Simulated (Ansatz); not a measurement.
# CH3O2Si+: Born-Oppenheimer dynamics

The task is to watch the atoms for 80 steps of 0.5 fs, started with velocities for 1500 K and run at constant energy.

Method: PBE0-D4/def2-SVP; program: Ansatz 0.2.0, Gaussian basis.

**1. Where the work starts**

SMILES `[CH2+][Si](=O)O`, 7 atoms, charge 1, spin multiplicity 1.

Atoms are counted from 1 here; the program's logs count them from 0.

Bond lengths: C1–Si2 1.827 Å, C1–O3 1.580 Å, C1–H5 1.087 Å, C1–H6 1.087 Å, Si2–O3 1.586 Å, Si2–O4 1.552 Å, O4–H7 0.966 Å. Angles: Si2–C1–O3 54.9°, Si2–C1–H5 122.2°, Si2–C1–H6 122.2°, O3–C1–H5 111.5°, O3–C1–H6 111.5°, H5–C1–H6 115.0°, C1–Si2–O3 54.6°, C1–Si2–O4 170.0°, O3–Si2–O4 135.4°, C1–O3–Si2 70.5°, Si2–O4–H7 137.1°.

Coordinates:

```csv
atom,x (Å),y (Å),z (Å)
C1,-0.3809,0.9948,0.6873
Si2,0.1955,-0.4450,-0.2795
O3,0.8403,0.0705,1.0747
O4,0.4835,-1.6046,-1.2694
H5,-1.1853,0.9188,1.4145
H6,-0.0587,2.0089,0.4641
H7,0.1056,-1.9435,-2.0917
```

**2. The run**

File md/in.yaml:

```yaml
crystal:
  periodic: [false, false, false]
  atoms:
    - {symbol: C, position_ang: [-0.380890, 0.994810, 0.687250]}
    - {symbol: Si, position_ang: [0.195500, -0.444960, -0.279470]}
    - {symbol: O, position_ang: [0.840330, 0.070500, 1.074720]}
    - {symbol: O, position_ang: [0.483510, -1.604580, -1.269370]}
    - {symbol: H, position_ang: [-1.185340, 0.918830, 1.414540]}
    - {symbol: H, position_ang: [-0.058660, 2.008890, 0.464070]}
    - {symbol: H, position_ang: [0.105550, -1.943490, -2.091730]}
basis:
  gaussian: {orbitals: def2-SVP}
total_charge: 1
hamiltonian: {xc: pbe0, dispersion: d4}
md: {n_steps: 80, timestep: 0.5, temperature: 1500, ensemble: nve, seed: 75, initial_velocities: maxwell_boltzmann}
```

Command:

```
$ ansatz run in.yaml --threads 2 --pin off --events-out ev --progress --plain --max-ram 3481MiB
```

**Question.** What will these runs give? Wanted: temperature at the start; mean temperature, second half; lowest and highest potential energy, from the first frame; largest change of potential + kinetic.

The runs gave:

| quantity | value |
| --- | --- |
| length | 80 steps, 40.0 fs |
| temperature at the start | 1500 K |
| mean temperature, second half | 821 K |
| lowest and highest potential energy, from the first frame | 0 and 768 meV |
| largest change of potential + kinetic | 9.3 meV |

With no thermostat the total energy should stay fixed; it holds within 9.3 meV, small beside the kinetic energy, so the time step serves. The instant temperature ranges from 324 to 1500 K, as energy passes between motion and strain. The bonding pattern stays as it was.
